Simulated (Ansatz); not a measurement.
# Cl2H4NOSn: the cost of one run

All numbers below are computed with Ansatz 0.2.0 (UKS PBE-D4/def2-SVP).

**1. The structure to begin with**

Bond lengths: Sn1–H2 1.990 Å, Sn1–Cl3 2.410 Å, Sn1–O4 1.959 Å, O4–H5 1.010 Å, Sn1–Cl6 2.408 Å, N7–H8 1.060 Å, N7–H9 1.060 Å. Angles: H2–Sn1–Cl3 109.4°, H2–Sn1–O4 109.5°, H2–Sn1–Cl6 109.5°, Cl3–Sn1–O4 109.5°, Cl3–Sn1–Cl6 109.5°, O4–Sn1–Cl6 109.5°, Sn1–O4–H5 109.5°, H8–N7–H9 120.0°.

Coordinates:

```xyz
9

Sn    0.0000    0.0000    0.0000
H     0.0000    0.0000    1.9900
Cl    2.2726    0.0000   -0.8025
O    -0.9232    1.5994   -0.6527
H    -1.8810    1.3686   -0.8751
Cl   -1.1351   -1.9666   -0.8025
N     0.0000    0.0000    3.3500
H    -0.4960   -0.7725    3.8800
H     0.4960    0.7725    3.8800
```

**2. A restrained relaxation towards end A**

Springs on the bonds that form and break draw the guess towards this end; the thresholds are loose.

input.yaml reads:

```yaml
crystal:
  periodic: [false, false, false]
  atoms:
    - { symbol: Sn, position_ang: [0.0, 0.0, 0.0] }
    - { symbol: H, position_ang: [0.0, 0.0, 1.99] }
    - { symbol: Cl, position_ang: [2.2726, 0.0, -0.8025] }
    - { symbol: O, position_ang: [-0.9232, 1.5994, -0.6527] }
    - { symbol: H, position_ang: [-1.881, 1.3686, -0.8751] }
    - { symbol: Cl, position_ang: [-1.1351, -1.9666, -0.8025] }
    - { symbol: "N", position_ang: [0.0, 0.0, 3.35] }
    - { symbol: H, position_ang: [-0.496, -0.7725, 3.88] }
    - { symbol: H, position_ang: [0.496, 0.7725, 3.88] }
magnetization:
  spin_polarized: true
  initial_magnetization: 1
basis:
  gaussian: { orbitals: def2-SVP }
hamiltonian:
  xc: pbe
  dispersion: d4
relax:
  f_tol: 0.15
  max_steps: 25
  restrain:
    - { distance: [1, 6], at: 2.26, k: 30.0 }
    - { distance: [0, 1], at: 1.74, k: 30.0 }
```

Launch:

```bash
ansatz run input.yaml --threads 4 --pin off --max-ram 5120MiB --backend cpu --events-out ev --progress --plain --runs-dir out
```

What time and memory should one allow on 4 threads of Arm Neoverse V1, shared host?

About 35 s, with a peak of 0.28 GiB.
